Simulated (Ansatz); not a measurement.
# TlSi2: the cost of one run

Method: DFT PBE, scalar-relativistic, plane waves, PAW, in Ansatz 0.2.0.

## Step 1: The structure to begin with

Symmetry: Fd-3m, No. 227, cubic system. The conventional cell has a = 7.803 Å, b = 7.803 Å, c = 7.803 Å, α = 90.00°, β = 90.00°, γ = 90.00°. Tl (site symmetry -43m) has 12 Si at 3.23 Å and 4 Tl at 3.38 Å as nearest neighbours. Around Si (site symmetry -3m) lie 6 Si at 2.76 Å and 6 Tl at 3.23 Å.

Structure file:

```cif
data_structure
_symmetry_space_group_name_H-M 'P 1'
_symmetry_Int_Tables_number 1
_cell_length_a 5.5174
_cell_length_b 5.5174
_cell_length_c 5.5174
_cell_angle_alpha 60.000
_cell_angle_beta 60.000
_cell_angle_gamma 60.000
_cell_volume 118.77
loop_
_atom_site_label
_atom_site_type_symbol
_atom_site_fract_x
_atom_site_fract_y
_atom_site_fract_z
_atom_site_occupancy
Tl1 Tl 0.00000 0.00000 0.00000 1
Tl2 Tl 0.25000 0.25000 0.25000 1
Si1 Si 0.62500 0.62500 0.62500 1
Si2 Si 0.12500 0.62500 0.62500 1
Si3 Si 0.62500 0.62500 0.12500 1
Si4 Si 0.62500 0.12500 0.62500 1
```

This is candidate A: cubic Laves (C15) type (Fd-3m, No. 227).

(A quick probe on a coarse mesh, which set the mesh and smearing, is not shown.)

## Step 3: The relaxation (candidate A)

The input, input.yaml:

```yaml
crystal:
  lattice:
    - [0.0, 3.9014128206, 3.9014128206]
    - [3.9014128206, 0.0, 3.9014128206]
    - [3.9014128206, 3.9014128206, 0.0]
  atoms:
    - { symbol: Tl, position: [0.0, 0.0, 0.0] }
    - { symbol: Tl, position: [0.25, 0.25, 0.25] }
    - { symbol: Si, position: [0.625, 0.625, 0.625] }
    - { symbol: Si, position: [0.125, 0.625, 0.625] }
    - { symbol: Si, position: [0.625, 0.625, 0.125] }
    - { symbol: Si, position: [0.625, 0.125, 0.625] }
basis:
  ecutwfc: 420
kpoints:
  mp_grid: { grid: [8, 8, 8] }
hamiltonian:
  xc: pbe
scf:
  occupations: { method: gaussian, width: 0.1 }
output:
  forces: true
  stress: true
  eigenvalues: true
relax:
  adjacent_minimum: "off"
  f_tol: 0.01
  max_steps: 80
  cell: { stress_tol: 0.05 }
```

Run with:

```bash
$ ansatz run input.yaml --threads 1 --pin off --max-ram 2560MiB --backend cpu --events-out ev --progress --plain --runs-dir out
```

**Question.** How long does this run take on 1 thread of Arm Neoverse V1, shared host, and how much memory does it need?

About 24 s, with a peak of 0.41 GiB.
